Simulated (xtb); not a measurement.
# C2H11OPSi2 (SMILES CO[SiH2]P[SiH2]C) at GFN2-xTB

Wanted: a geometry optimisation of C2H11OPSi2. 

Program for the calculation: xtb 6.7.1.

2 further runs of the same task are left out: 2 set aside as unsound or not needed.

## (1) The structure to begin with

C2H11OPSi2: 17 atoms, total charge 0, spin state singlet. SMILES: `CO[SiH2]P[SiH2]C`. Geometry: relaxed at GFN2-xTB. This is one conformer, not always the lowest. The run starts from this shape.

Bond lengths: C1–O2 1.398 Å, O2–Si3 1.624 Å, Si3–P4 2.223 Å, P4–Si5 2.242 Å, Si5–C6 1.900 Å, C1–H7 1.091 Å, C1–H8 1.092 Å, C1–H9 1.092 Å, Si3–H10 1.467 Å, Si3–H11 1.468 Å, P4–H12 1.378 Å, Si5–H13 1.470 Å, Si5–H14 1.469 Å, C6–H15 1.087 Å, C6–H16 1.085 Å, C6–H17 1.087 Å. Some angles: C1–O2–Si3 127.3°, O2–Si3–P4 106.9°, Si3–P4–Si5 102.6°, P4–Si5–C6 107.5°, O2–C1–H7 107.9°, O2–C1–H8 110.7°, O2–C1–H9 110.8°, O2–Si3–H10 111.2°, O2–Si3–H11 110.6°, P4–Si3–H10 110.5°.

## (2) A geometry optimisation at GFN2-xTB

Contents of mol.coord:

```
$coord
      0.525438348952     -4.832483234938     -1.510628166765  c
      0.693340515125     -2.200151435118     -1.363380707134  o
      3.199684274216     -0.526666670933     -0.782535588208  si
      2.018643240848      3.504856146082     -0.861242681298  p
     -2.129324499967      3.265730202272     -0.033561535973  si
     -2.488051210205      2.272320075818      3.398048825518  c
     -1.446434170311     -5.322621499882     -1.857940931210  h
      1.692778867917     -5.553432648744     -3.052058869361  h
      1.149331428997     -5.706594951145      0.252524102034  h
      5.177773992430     -0.996074640290     -2.666724815288  h
      4.213881388042     -1.128015318312      1.727984465619  h
      1.716721697916      3.647058036960     -3.443591225122  h
     -3.115308002752      5.832299532955     -0.433767734647  h
     -3.541365654810      1.535270195430     -1.682574346844  h
     -1.376438714655      3.484088055973      4.628279429911  h
     -4.444730331426      2.382132060920      4.003290308713  h
     -1.845922273057      0.342286092953      3.677860572792  h
$end
```

The run is started by

```bash
$ xtb mol.coord --gfn2 --opt vtight --parallel 1 > run.log 2> xtb.err
```

**Question.** What will come out? Wanted: total energy at the end; dipole moment; HOMO energy; LUMO energy; HOMO–LUMO gap; dispersion energy; mean polarisability.

Answer, from the run:

At GFN2-xTB:

| quantity | value |
| --- | --- |
| total energy at the end | -19.97992 Eh |
| dipole moment | 2.78 D |
| HOMO energy | -9.87 eV |
| LUMO energy | -5.50 eV |
| HOMO–LUMO gap | 4.37 eV |
| dispersion energy | -33.95 kJ/mol |
| mean polarisability (D4 model) | 113.0 bohr³ |

**Reading.** At the final geometry: Bond lengths: C1–O2 1.394 Å, O2–Si3 1.620 Å, Si3–P4 2.216 Å, P4–Si5 2.241 Å, Si5–C6 1.898 Å, C1–H7 1.090 Å, C1–H8 1.092 Å, C1–H9 1.092 Å, Si3–H10 1.473 Å, Si3–H11 1.468 Å, P4–H12 1.380 Å, Si5–H13 1.470 Å, Si5–H14 1.474 Å, C6–H15 1.087 Å, C6–H16 1.085 Å, C6–H17 1.086 Å. Some angles: C1–O2–Si3 126.5°, O2–Si3–P4 100.8°, Si3–P4–Si5 102.0°, P4–Si5–C6 107.7°, O2–C1–H7 108.1°, O2–C1–H8 110.8°, O2–C1–H9 110.8°, O2–Si3–H10 110.3°, O2–Si3–H11 111.9°, P4–Si3–H10 116.9°. The optimisation took 194 steps and changed the energy by -0.067 eV.
